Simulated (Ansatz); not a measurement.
Run this with the Python package of Ansatz (0.2.0) and show what comes out.

The script, `disp_ccl3nsi.py`:
```python
"""Size of D3 and D4 in CCl3NSi."""

import ansatz

GEOMETRY = """
N     1.96510   -1.48290    1.02800
C     1.05420   -0.80190    0.56030
Si   -0.34970    0.22550   -0.18120
Cl   -1.73890   -0.90610   -0.97210
Cl    0.32450    1.44460   -1.69000
Cl   -1.21310    1.45690    1.20880
"""


def main() -> None:
    mol = ansatz.Crystal.molecule()
    for line in GEOMETRY.strip().splitlines():
        symbol, *xyz = line.split()
        mol = mol.atom(symbol, [float(v) for v in xyz])

    base = mol.calculation().basis(gaussian="def2-SVP")
    for name in ["b3lyp", "r2scan"]:
        for correction in ("d3bj", "d4"):
            data = base.functional(name, dispersion=correction).run(threads=1, backend="cpu").report
            print(f"{name:8s} {correction:5s} total {data['free_energy_ev']:.5f} eV, of which dispersion {1000 * data['dispersion']['energy']['ev']:.2f} meV")


if __name__ == "__main__":
    main()
```

```console
$ python disp_ccl3nsi.py
b3lyp    d3bj  total -47961.38999 eV, of which dispersion -478.21 meV
b3lyp    d4    total -47961.35718 eV, of which dispersion -445.40 meV
DeckWarning: the engine holds no damping parameters fitted to this dispersion correction and functional, so the run takes those fitted to r2scan beside the three-body term, which d3bj leaves out (hamiltonian.dispersion, under Limitations)
r2scan   d3bj  total -47955.28609 eV, of which dispersion -70.76 meV
r2scan   d4    total -47955.27870 eV, of which dispersion -63.37 meV
```
(Warnings from the package without file and line.)

What to keep in mind:
- Total energies depend on the basis set; only differences at equal settings carry meaning.
- The geometry is a force-field or estimated start, not a minimum of this method, and the basis set is short of its limit. D4 holds the three-body term, and d3bj doesn't.
- b3lyp holds the VWN-RPA fit, as in Gaussian; the form of ORCA and Turbomole is b3lyp5.
- A dispersion term here runs with damping parameters fitted for another variant or functional.
- Finished in 24 s on 1 thread of Arm Neoverse V1 (shared host), peak memory 0.25 GiB.
